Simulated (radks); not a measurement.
# Os⁺ in [Xe] 4f14 5d6 6s1: an all-electron calculation

What are the levels of the osmium ion Os+, how large are its shells, and how does its energy divide?

Method: Dirac Kohn-Sham, PBE, spin-unpolarised, spherical densities, finite nucleus; open shells are shared between the two j in proportion to 2j + 1. Code: radks (a radial shooting solver on a logarithmic mesh, Libxc functionals) version 1.

## 1. The system

```
element            : osmium (Z = 76)
charge             : +1
electrons          : 75
configuration      : [Xe] 4f14 5d6 6s1
nuclear rms radius : 5.4126 fm
```

The outer shells:

Os⁺
```
[Xe] core
4f [↑↓][↑↓][↑↓][↑↓][↑↓][↑↓][↑↓]
5d [↑↓][↑ ][↑ ][↑ ][↑ ]
6s [↑ ]
```

## 2. Self-consistent calculation

Input:

```text
Z 76
configuration [Xe] 4f14 5d6 6s1 6p0 7s0
relativity Dirac
functional pbe,pbe
spin unpolarised
j_filling average
nucleus finite rms 5.4126 fm
c 137.035999084
```

**Question.** What will this run give?

The runs gave:

| quantity | value |
| --- | --- |
| total energy | -17278.2596 hartree |
| exchange-correlation share of it | 1.97 % |
| −T/E | 1.1345 |
| highest occupied level | 6s1/2, -13.138 eV |
| most extended occupied level | 6s1/2, <r> = 2.78 bohr |
| radius at density 0.001 e/bohr³ | 4.17 bohr |
| maxima of the radial density | 4 |
| ionisation energy, NIST | 17 (semi-emp.) eV |

**Reading.** 6 principal shells are occupied and 4 maxima appear in the radial density; where shells overlap, one shows as a shoulder or not at all. Relativity lifts −T/E to 1.135. Minus the highest eigenvalue, 13.138 eV, is 77 % of the tabulated ionisation energy (17 eV); the potential of a semilocal functional falls off too fast, so its top eigenvalue is too shallow. Spin polarisation and multiplet splitting are left out. Sharing an open shell by 2j + 1 raises it above the true ground level by a part of the spin-orbit splitting, which enters the differences from NIST.
